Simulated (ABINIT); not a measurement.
# GeN (Cmmm) in ABINIT: single point with PBEsol

Aim: the single point of GeN with PBEsol.

Program: ABINIT 10.8.3 (patched build). These are calculated values, not measurements. Logs are shortened: lines on timing, memory, paths and dates and some standing lists are left out, and cuts for length are marked. The log counts tension as positive stress, the text compression.

### 1 Starting point

Symmetry: Cmmm, No. 65, orthorhombic system. Conventional cell: a = 5.136 Å, b = 6.148 Å, c = 3.113 Å, α = 90.00°, β = 90.00°, γ = 90.00°. Ge (site symmetry 2/m) is surrounded by 4 N at 2.26 Å and 2 Ge at 2.57 Å. N (site symmetry 2mm) has 1 N at 1.42 Å as nearest neighbours.

The cell was built by a generator and needn't be a form met in nature.

### 2 Single point, PBEsol

run.abi

```
pp_dirpath "./"
pseudos "Ge.upf, N.upf"

acell 3*1.0 Angstrom
rprim
     2.5680100000    -3.0739300000     0.0000000000
     2.5680100000     3.0739300000     0.0000000000
     0.0000000000     0.0000000000     3.1134900000
ntypat 2
znucl 32 7
natom 4
typat 1 1 2 2
xred
     0.0000000000     0.5000000000     0.5000000000
     0.5000000000     0.0000000000     0.5000000000
     0.6386100000     0.6386100000     0.0000000000
     0.3613900000     0.3613900000     0.0000000000
chkprim 0
chksymtnons 0
tolsym 1.0e-6

ecut 36.0

kptopt 1
ngkpt 5 5 7
nshiftk 1
shiftk 0.0 0.0 0.0

ixc -116133

nband 23
occopt 3
tsmear 0.05 eV

nstep 100
tolvrs 1.0e-10

iomode 3
prtwf 0
prtden 0
prteig 0
prtebands 0
prtvol 2
```

Potentials or basis: PseudoDojo NC SR PBEsol v0.4.1 standard.

The run is started by

```sh
abinit run.abi > log 2>&1
```

run.abo:

```text
.Version 10.8.3 of ABINIT
 Symmetries : space group Cm m m (# 65); Bravais oC (1-face-center ortho.)
================================================================================
 Values of the parameters that define the memory need of the present run
     intxc =       0    ionmov =       0      iscf =       7    lmnmax =       6
     lnmax =       6     mgfft =      45  mpssoang =       3    mqgrid =    3001
     natom =       4  nloc_mem =       1    nspden =       1   nspinor =       1
    nsppol =       1      nsym =       8    n1xccc =    2501    ntypat =       2
    occopt =       3   xclevel =       2
       mpw =        3447          nfft =       64800          nkpt =          36
================================================================================
================================================================================

--------------------------------------------------------------------------------
------------- Echo of variables that govern the present computation ------------
--------------------------------------------------------------------------------
 -outvars: echo values of preprocessed input variables --------
            acell      1.8897261259E+00  1.8897261259E+00  1.8897261259E+00 Bohr
              amu      7.26100000E+01  1.40067400E+01
          chkprim           0
      chksymtnons           0
             ecut      3.60000000E+01 Hartree
              ixc     -116133
         kptrlatt        5    0    0      0    5    0      0    0    7
          kptrlen      3.78461252E+01
            natom           4
            nband          23
            ngfft          45      45      32
             nkpt          36
            nstep         100
             nsym           8
           ntypat           2
           occopt           3
           prtden           0
        prtebands           0
           prteig           0
           prtvol           2
            prtwf           0
            rprim      2.5680100000E+00 -3.0739300000E+00  0.0000000000E+00
                       2.5680100000E+00  3.0739300000E+00  0.0000000000E+00
                       0.0000000000E+00  0.0000000000E+00  3.1134900000E+00
          spgroup          65
           tolsym      1.00000000E-06
           tolvrs      1.00000000E-10
           tsmear      1.83746611E-03 Hartree
            typat      1  1  2  2
           xangst      1.2840050000E+00  1.5369650000E+00  1.5567450000E+00
                       1.2840050000E+00 -1.5369650000E+00  1.5567450000E+00
                       3.2799137322E+00 -7.7324343740E-17  0.0000000000E+00
                       1.8561062678E+00  3.5415943029E-17  0.0000000000E+00
            xcart      2.4264177943E+00  2.9044429151E+00  2.9418216979E+00
                       2.4264177943E+00 -2.9044429151E+00  2.9418216979E+00
                       6.1981386705E+00 -1.4612183253E-16  0.0000000000E+00
                       3.5075325067E+00  6.6926432816E-17  0.0000000000E+00
             xred     -3.0293806512E-17  5.0000000000E-01  5.0000000000E-01
                       5.0000000000E-01 -3.0293806512E-17  5.0000000000E-01
                       6.3861000000E-01  6.3861000000E-01  0.0000000000E+00
                       3.6139000000E-01  3.6139000000E-01  0.0000000000E+00
            znucl       32.00000    7.00000

================================================================================

 chkinp: Checking input parameters for consistency.

================================================================================
== DATASET  1 ==================================================================

--- !DatasetInfo
iteration_state: {dtset: 1, }
dimensions: {natom: 4, nkpt: 36, mband: 23, nsppol: 1, nspinor: 1, nspden: 1, mpw: 3447, }
cutoff_energies: {ecut:  36.0, pawecutdg:  -1.0, }
electrons: {nelect:   3.80000000E+01, charge:   0.00000000E+00, occopt:   3.00000000E+00, tsmear:   1.83746611E-03, }
meta: {optdriver: 0, ionmov: 0, optcell: 0, iscf: 7, paral_kgb: 0, }
...

 Real(R)+Recip(G) space primitive vectors, cartesian coordinates (Bohr,Bohr^-1):
 R(1)=  4.8528356 -5.8088858  0.0000000  G(1)=  0.1030325 -0.0860750  0.0000000
 R(2)=  4.8528356  5.8088858  0.0000000  G(2)=  0.1030325  0.0860750  0.0000000
 R(3)=  0.0000000  0.0000000  5.8836434  G(3)=  0.0000000  0.0000000  0.1699627
 Unit cell volume ucvol=  3.3171473E+02 bohr^3
 Angles (23,13,12)=  9.00000000E+01  9.00000000E+01  1.00248163E+02 degrees

 getcut: wavevector=  0.0000  0.0000  0.0000  ngfft=  45  45  32
         ecut(hartree)=     36.000   => boxcut(ratio)=   2.01367

--- Pseudopotential description ------------------------------------------------
- pspini: atom type   1  psp file is ./Ge.upf
12 -116133 2 -1 1560                          pspcod,pspxc,lmax,lloc,mmax
     nproj     2     2     2
[... 93 lines left out ...]
   0.2000  0.2000  0.0000    1  4.76251E-11 kpt; spin; max resid(k); each band:
  1.27E-17 1.38E-17 9.89E-18 1.78E-17 9.34E-18 3.67E-18 7.69E-18 8.20E-18
  4.04E-18 1.29E-17 1.69E-16 4.96E-16 2.48E-16 3.19E-16 5.53E-17 4.67E-16
  1.52E-16 4.48E-16 7.62E-16 7.89E-16 6.64E-14 1.72E-12 4.76E-11
   0.4000  0.2000  0.0000    1  1.06187E-11 kpt; spin; max resid(k); each band:
[... 112 lines left out ...]
  5.04E-18 5.85E-18 2.27E-17 1.07E-17 1.33E-17 1.25E-17 8.91E-18 9.31E-18
  4.68E-18 1.04E-17 8.18E-17 3.99E-16 1.66E-16 3.44E-16 3.63E-16 2.79E-16
  2.57E-16 5.71E-16 5.09E-16 3.30E-15 5.54E-14 2.96E-11 1.70E-09
  -0.2000  0.2000  0.4286    1  7.52164E-05 kpt; spin; max resid(k); each band:
  6.51E-18 7.04E-18 5.33E-18 1.49E-17 3.70E-17 1.05E-17 9.51E-18 3.29E-18
  8.67E-18 1.07E-17 1.26E-16 1.44E-16 1.06E-16 6.35E-16 4.71E-16 3.24E-16
  4.27E-16 4.05E-16 3.51E-16 1.88E-15 3.67E-15 1.12E-14 7.52E-05
   0.4000  0.4000  0.4286    1  4.19505E-04 kpt; spin; max resid(k); each band:
  3.84E-18 5.29E-18 1.65E-17 2.52E-17 7.21E-18 1.19E-17 6.93E-18 9.12E-18
  4.42E-18 1.04E-17 5.31E-17 3.83E-16 2.72E-16 3.14E-16 2.56E-16 3.34E-16
  3.86E-16 2.90E-16 6.60E-15 7.67E-14 2.90E-10 5.34E-07 4.20E-04
  -0.4000  0.4000  0.4286    1  8.63298E-05 kpt; spin; max resid(k); each band:
  4.15E-18 5.13E-18 2.27E-17 1.47E-17 1.27E-17 7.48E-18 7.82E-18 8.51E-18
  3.33E-18 1.12E-17 5.70E-17 3.34E-16 1.81E-16 4.07E-16 1.93E-16 2.58E-16
  3.69E-16 1.99E-16 1.61E-15 1.89E-09 2.07E-11 2.40E-06 8.63E-05
 reduced coordinates (array xred) for    4 atoms
      -0.000000000000      0.500000000000      0.500000000000
       0.500000000000     -0.000000000000      0.500000000000
       0.638610000000      0.638610000000      0.000000000000
       0.361390000000      0.361390000000      0.000000000000
 rms dE/dt=  1.0785E-03; max dE/dt=  1.8680E-03; dE/dt below (all hartree)
    1       0.000000000000      0.000000000000      0.000000000000
    2       0.000000000000      0.000000000000      0.000000000000
    3       0.001867951973      0.001867951973      0.000000000000
    4      -0.001867951973     -0.001867951973      0.000000000000

 cartesian coordinates (angstrom) at end:
    1      1.28400500000000     1.53696500000000     1.55674500000000
    2      1.28400500000000    -1.53696500000000     1.55674500000000
    3      3.27991373220000    -0.00000000000000     0.00000000000000
    4      1.85610626780000     0.00000000000000     0.00000000000000

 cartesian forces (hartree/bohr) at end:
    1     -0.00000000000000     0.00000000000000    -0.00000000000000
    2     -0.00000000000000     0.00000000000000    -0.00000000000000
    3     -0.00038491969055    -0.00000000000000    -0.00000000000000
    4      0.00038491969055    -0.00000000000000    -0.00000000000000
 frms,max,avg= 1.5714281E-04 3.8491969E-04   0.000E+00  0.000E+00  0.000E+00 h/b

 cartesian forces (eV/Angstrom) at end:
    1     -0.00000000000000     0.00000000000000    -0.00000000000000
    2     -0.00000000000000     0.00000000000000    -0.00000000000000
    3     -0.01979336631364    -0.00000000000000    -0.00000000000000
    4      0.01979336631364    -0.00000000000000    -0.00000000000000
 frms,max,avg= 8.0806080E-03 1.9793366E-02   0.000E+00  0.000E+00  0.000E+00 e/A
 length scales=  1.889726125908  1.889726125908  1.889726125908 bohr
              =  1.000000000000  1.000000000000  1.000000000000 angstroms
 Fermi (or HOMO) energy (hartree) =   0.22788   Average Vxc (hartree)=  -0.44104
 Eigenvalues (hartree) for nkpt=  36  k points:
 kpt#   1, nband= 23, wtk=  0.00571, kpt=  0.0000  0.0000  0.0000 (reduced coord)
  -0.69035   -0.68846   -0.68790   -0.68609   -0.68571   -0.68557   -0.68505   -0.68168
  -0.68143   -0.67765   -0.50257   -0.20439   -0.16056   -0.02809   -0.02182    0.03174
   0.11137    0.16496    0.23998    0.36803    0.38976    0.40486    0.45275
      occupation numbers for kpt#   1
   2.00000    2.00000    2.00000    2.00000    2.00000    2.00000    2.00000    2.00000
   2.00000    2.00000    2.00000    2.00000    2.00000    2.00000    2.00000    2.00000
   2.00000    2.00000    0.00275    0.00000    0.00000    0.00000    0.00000
 kpt#   2, nband= 23, wtk=  0.02286, kpt=  0.2000  0.0000  0.0000 (reduced coord)
  -0.68918   -0.68821   -0.68721   -0.68629   -0.68567   -0.68520   -0.68512   -0.68218
  -0.68184   -0.67890   -0.49890   -0.23243   -0.13712   -0.07122    0.03590    0.03739
   0.10145    0.17664    0.22833    0.32057    0.36912    0.42721    0.45398
      occupation numbers for kpt#   2
   2.00000    2.00000    2.00000    2.00000    2.00000    2.00000    2.00000    2.00000
   2.00000    2.00000    2.00000    2.00000    2.00000    2.00000    2.00000    2.00000
   2.00000    2.00000    0.87557    0.00000    0.00000    0.00000    0.00000
 kpt#   3, nband= 23, wtk=  0.02286, kpt=  0.4000  0.0000  0.0000 (reduced coord)
[... 256 lines left out ...]
  -0.68949   -0.68775   -0.68658   -0.68644   -0.68560   -0.68537   -0.68458   -0.68275
  -0.68236   -0.67878   -0.45903   -0.20717   -0.10508   -0.09782   -0.02854   -0.02508
   0.02551    0.14100    0.21944    0.32050    0.36395    0.39543    0.43576
      occupation numbers for kpt#  35
   2.00000    2.00000    2.00000    2.00000    2.00000    2.00000    2.00000    2.00000
   2.00000    2.00000    2.00000    2.00000    2.00000    2.00000    2.00000    2.00000
   2.00000    2.00000    1.97995    0.00000    0.00000    0.00000    0.00000
 kpt#  36, nband= 23, wtk=  0.02286, kpt= -0.4000  0.4000  0.4286 (reduced coord)
  -0.68948   -0.68894   -0.68679   -0.68627   -0.68591   -0.68572   -0.68482   -0.68222
  -0.68191   -0.67765   -0.45925   -0.20436   -0.13125   -0.07510   -0.02052   -0.01284
   0.02373    0.11387    0.21166    0.34930    0.35755    0.40193    0.42072
      occupation numbers for kpt#  36
   2.00000    2.00000    2.00000    2.00000    2.00000    2.00000    2.00000    2.00000
   2.00000    2.00000    2.00000    2.00000    2.00000    2.00000    2.00000    2.00000
   2.00000    2.00000    1.99971    0.00000    0.00000    0.00000    0.00000
 Total charge density [el/Bohr^3]
)     Maximum=    2.0384E+00  at reduced coord.    0.5333    0.9333    0.5625
)Next maximum=    2.0384E+00  at reduced coord.    0.9333    0.5333    0.5625
)     Minimum=    3.1368E-03  at reduced coord.    0.4889    0.0000    0.5000
)Next minimum=    3.1368E-03  at reduced coord.    0.5111    0.0000    0.5000
   Integrated=    3.8000E+01

--- !EnergyTerms
iteration_state     : {dtset: 1, }
comment             : Components of total free energy in Hartree
kinetic             :  1.48105725436704E+02
hartree             :  4.91738310496415E+01
xc                  : -4.91797441864929E+01
Ewald energy        : -1.30039153804715E+02
psp_core            :  8.27843091266355E+00
local_psp           : -1.28822049666848E+02
non_local_psp       : -9.65159305884123E+01
internal            : -1.98998890847460E+02
'-kT*entropy'       : -1.62008761554066E-04
total_energy        : -1.98999052856222E+02
total_energy_eV     : -5.41504008985504E+03
band_energy         : -1.45443790889914E+01
...

 Cartesian components of stress tensor (hartree/bohr^3)
  sigma(1 1)=  1.92999754E-04  sigma(3 2)=  0.00000000E+00
  sigma(2 2)=  2.30409135E-04  sigma(3 1)=  0.00000000E+00
  sigma(3 3)=  2.28138931E-04  sigma(2 1)=  0.00000000E+00

-Cartesian components of stress tensor (GPa)         [Pressure= -6.3897E+00 GPa]
- sigma(1 1)=  5.67824881E+00  sigma(3 2)=  0.00000000E+00
- sigma(2 2)=  6.77887079E+00  sigma(3 1)=  0.00000000E+00
- sigma(3 3)=  6.71207907E+00  sigma(2 1)=  0.00000000E+00

== END DATASET(S) ==============================================================
================================================================================

 -outvars: echo values of variables after computation  --------
            acell      1.8897261259E+00  1.8897261259E+00  1.8897261259E+00 Bohr
           etotal     -1.9899905286E+02
            fcart     -0.0000000000E+00  1.1442400098E-20 -0.0000000000E+00
                      -0.0000000000E+00  1.1442400098E-20 -0.0000000000E+00
                      -3.8491969055E-04 -1.6969445106E-20 -0.0000000000E+00
                       3.8491969055E-04 -5.9153550898E-21 -0.0000000000E+00
            rprim      2.5680100000E+00 -3.0739300000E+00  0.0000000000E+00
                       2.5680100000E+00  3.0739300000E+00  0.0000000000E+00
                       0.0000000000E+00  0.0000000000E+00  3.1134900000E+00
           strten      1.9299975432E-04  2.3040913490E-04  2.2813893062E-04
                       0.0000000000E+00  0.0000000000E+00  0.0000000000E+00
           xangst      1.2840050000E+00  1.5369650000E+00  1.5567450000E+00
                       1.2840050000E+00 -1.5369650000E+00  1.5567450000E+00
                       3.2799137322E+00 -7.7324343740E-17  0.0000000000E+00
                       1.8561062678E+00  3.5415943029E-17  0.0000000000E+00
             xred     -3.0293806512E-17  5.0000000000E-01  5.0000000000E-01
                       5.0000000000E-01 -3.0293806512E-17  5.0000000000E-01
                       6.3861000000E-01  6.3861000000E-01  0.0000000000E+00
                       3.6139000000E-01  3.6139000000E-01  0.0000000000E+00
 Calculation completed.
```

Wall time 93 s (1 thread of Intel Xeon Platinum 8488C (Sapphire Rapids), shared host); peak memory 0.11 GiB.

What came out:

| Item | Value |
| --- | --- |
| Free energy | -5415.0401 eV |
| Pressure | -6.4 GPa |
| Largest force | 0.020 eV/Å |
| Band gap on the k mesh | none (metal or under the smearing width) |
| Valence electrons inside the program's atomic spheres | Ge 11.46; N 5.26 |

Forces in eV/Å, atoms in the order of the input:
```
Ge   0.000  0.000  0.000
Ge   0.000  0.000  0.000
N   -0.020  0.000  0.000
N    0.020  0.000  0.000
```

Levels at points of the mesh, in eV from the Fermi level:
```tsv
k point	band 17	band 18	band 19	band 20	band 21	band 22
(0.00, 0.00, 0.00)	-3.17	-1.71	0.33	3.81	4.40	4.82
```

Caveat: the cutoff is short for stress, so the pressure is rough.
